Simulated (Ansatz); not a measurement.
# CaSe (charge +1): a scan of the bond length

With the Ansatz DFT code, driven from Python.

`case.xyz`
```text
2

Ca    0.00000    0.00000    0.00000
Se    0.00000    0.00000    2.80500
```

The cells in order, each with its output:

**Cell 1**
```python
import warnings

import ansatz as az
import numpy as np
```

**Cell 2**
```python
warnings.simplefilter("ignore", az.DeckWarning)
```

**Cell 3**
```python
molecule = az.Crystal.molecule_from_extxyz("case.xyz")
```

**Cell 4**
```python
symbols = [site.symbol for site in molecule.cartesian_sites]
start = np.array([site.position_ang for site in molecule.cartesian_sites])
axis = (start[1] - start[0]) / np.linalg.norm(start[1] - start[0])
moving = [1]
lengths, energies = [2.38, 2.58, 2.8, 3.09, 3.51, 4.21, 5.05, 6.17], []
for length in lengths:
    xyz = start.copy()
    xyz[moving] += (length - np.linalg.norm(start[1] - start[0])) * axis
    point = az.Crystal.molecule()
    for symbol, place in zip(symbols, xyz):
        point = point.atom(symbol, place.tolist())
    base = point.calculation()
    base = base.basis(gaussian="def2-SVP")
    base = base.functional("HF")
    base = base.charge(1).spin("collinear", total=1)
    data = base.run(threads=1, pin="off").report
    energies.append(data["free_energy_ev"])
    print(f"r = {length:6.3f} A  E = {energies[-1]:.5f} eV  <S^2> = {abs(data['mean_field']['state']['spin_squared']):.3f}")
```
Output:
```text
r =  2.380 A  E = -83703.06341 eV  <S^2> = 0.757
r =  2.580 A  E = -83703.50292 eV  <S^2> = 0.758
r =  2.800 A  E = -83703.45982 eV  <S^2> = 0.760
r =  3.090 A  E = -83703.02061 eV  <S^2> = 0.780
r =  3.510 A  E = -83702.70754 eV  <S^2> = 1.759
r =  4.210 A  E = -83702.56988 eV  <S^2> = 1.759
r =  5.050 A  E = -83702.42731 eV  <S^2> = 1.758
r =  6.170 A  E = -83702.33932 eV  <S^2> = 1.757
```

**Cell 5**
```python
print("energy above the lowest point (eV):", [round(e - min(energies), 3) for e in energies])
```
Output:
```text
energy above the lowest point (eV): [0.44, 0.0, 0.043, 0.482, 0.795, 0.933, 1.076, 1.164]
```

The lowest point is at 2.580 Å. At the shortest distance (2.38 Å) the energy is 0.44 eV higher, at the longest (6.17 Å) 1.16 eV.

Caveats:
- Total energies depend on the basis set; only differences at equal settings carry meaning.
- The basis set is modest, and single-reference methods fail as a bond breaks.
- The species is open-shell (spin multiplicity 2).
- The expectation value of S² is noticeably off S(S+1) in at least one run, so that state is spin-contaminated.
- Hartree-Fock leaves correlation out, so bond, atomisation and ionisation energies come out well too low.
- For an odd-electron ion, approximate functionals spread the charge over both fragments and lower the stretched end too much.
- Spin-orbit coupling of the heavy open-shell atom is left out.
- The spin state was assumed, and another may lie lower.
- It ran for 52 s on 1 thread of Intel(R) Xeon(R) Platinum 8259CL CPU @ 2.50GHz (Skylake/Cascade Lake), with other jobs on the host, peak memory 0.22 GiB.

(Lines on the test bed's own set-up are left out of the output.)
